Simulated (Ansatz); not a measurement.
**Calcium, simple cubic: r²SCAN0 at the r²SCAN geometry**

Aim: see what exact exchange does to the levels, and what it costs. Spin polarisation is left out. The geometry was relaxed under r²SCAN beforehand and is kept. Exact exchange is dear, so the k-mesh is coarse, and r²SCAN is run on the same mesh for comparison.

Computed with Ansatz 0.2.0 (DFT, plane waves (500 eV) with PBE-made PAW files, scalar-relativistic; functionals as named at each step, unless a step says otherwise).

### Step 1. Starting point

Symmetry: Pm-3m, No. 221, cubic system. The conventional cell has a = 3.507 Å, b = 3.507 Å, c = 3.507 Å, α = 90.00°, β = 90.00°, γ = 90.00°. Around Ca (site symmetry m-3m) lie 6 Ca at 3.51 Å.

Structure file:

```cif
data_structure
_symmetry_space_group_name_H-M 'P 1'
_symmetry_Int_Tables_number 1
_cell_length_a 3.5066
_cell_length_b 3.5066
_cell_length_c 3.5066
_cell_angle_alpha 90.000
_cell_angle_beta 90.000
_cell_angle_gamma 90.000
_cell_volume 43.12
loop_
_atom_site_label
_atom_site_type_symbol
_atom_site_fract_x
_atom_site_fract_y
_atom_site_fract_z
_atom_site_occupancy
Ca1 Ca 0.00000 0.00000 0.00000 1
```

### Step 2. r²SCAN, coarse mesh

The run with r²SCAN.

input.yaml

```yaml
crystal:
  lattice:
    - [3.5065510585, 0.0, 0.0]
    - [0.0, 3.5065510585, 0.0]
    - [0.0, 0.0, 3.5065510585]
  atoms:
    - { symbol: Ca, position: [0.0, 0.0, 0.0] }
hamiltonian:
  xc: r2scan
  pseudopotentials:
    kind: paw
    azcp:
      Ca: "pseudopotentials/Ca.paw.azcp"
basis:
  ecutwfc: 500
  fft_grid_basis: typed
kpoints:
  mp_grid: { grid: [5, 5, 5], shift: [0, 0, 0] }
magnetization:
  spin_polarized: false
scf:
  occupations: { method: fermi_dirac, width: 0.1 }
```

On the command line:

```sh
$ ansatz run input.yaml --threads 4 --pin off --max-ram 8192MiB --backend cpu --events-out ev --progress --plain --runs-dir out
```

### Step 3. r²SCAN0, coarse mesh

The run with r²SCAN0.

Edit input.yaml of step 2 so:

```diff
@@ -8,3 +8,3 @@
 hamiltonian:
-  xc: r2scan
+  xc: r2scan0
   pseudopotentials:
```

(Steps that only read results are left out.)

Before running it: what results should come out? Wanted: r²SCAN: gap; r²SCAN0: gap; r²SCAN0: relative to fcc.

**Answer**, as computed:

```
                             quantity                         value
                          r²SCAN: gap  none (levels filled in part)
                         r²SCAN0: gap  none (levels filled in part)
  r²SCAN0: SCF cycles, exchange loops                         19, 2
r²SCAN0: CPU time over that of r²SCAN                            12
             r²SCAN0: relative to fcc                 +416 meV/atom
```

What this shows: Both r²SCAN and r²SCAN0 leave levels filled in part. r²SCAN0 cost 12 times the CPU time of r²SCAN. r²SCAN0 needed 2 outer loops of the exchange operator. The dense-mesh value adds -2.5 meV/atom, the change that r²SCAN shows between the coarse mesh and its own dense run (not shown). Under r²SCAN0 it lies 416 meV/atom above fcc (computed apart in the same way); on such meshes a few tens of meV are uncertain for metals. Absolute energies differ from functional to functional, by eV per atom at times, and say nothing by themselves.
